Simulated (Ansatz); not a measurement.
A run of Ansatz 0.2.0:

File input.yaml:

```yaml
crystal:
  lattice:
    - [3.66, 0.0, 0.0]
    - [-1.83, 3.1696529779, 0.0]
    - [0.0, 0.0, 3.87]
  atoms:
    - { symbol: Sc, position: [0.0, 0.0, 0.0] }
    - { symbol: Si, position: [0.6666666667, 0.3333333333, 0.5] }
    - { symbol: Si, position: [0.3333333333, 0.6666666667, 0.5] }
hamiltonian:
  xc: pbe
  pseudopotentials: { kind: paw, source: jth }
kpoints:
  mp_grid: { grid: [8, 8, 7] }
scf:
  occupations: { method: fermi_dirac, width: 0.05 }
output:
  forces: true
  stress: true
  eigenvalues: true
```

Potentials or basis: JTH PAW.

Launch:

```sh
$ ansatz run input.yaml --threads 2 --pin off --max-ram 5632MiB --backend cpu --events-out ev --progress --plain --runs-dir out
```

Hardware: 2 threads of Arm Neoverse V2, on a shared host.

Question: Estimate the wall time of this run.

Answer: Run time: 3.6 s on 2 threads of Arm Neoverse V2 (shared host), peak memory 0.52 GiB. Counts: scf iterations 7, plane waves 5027, k points 40, bands 14.
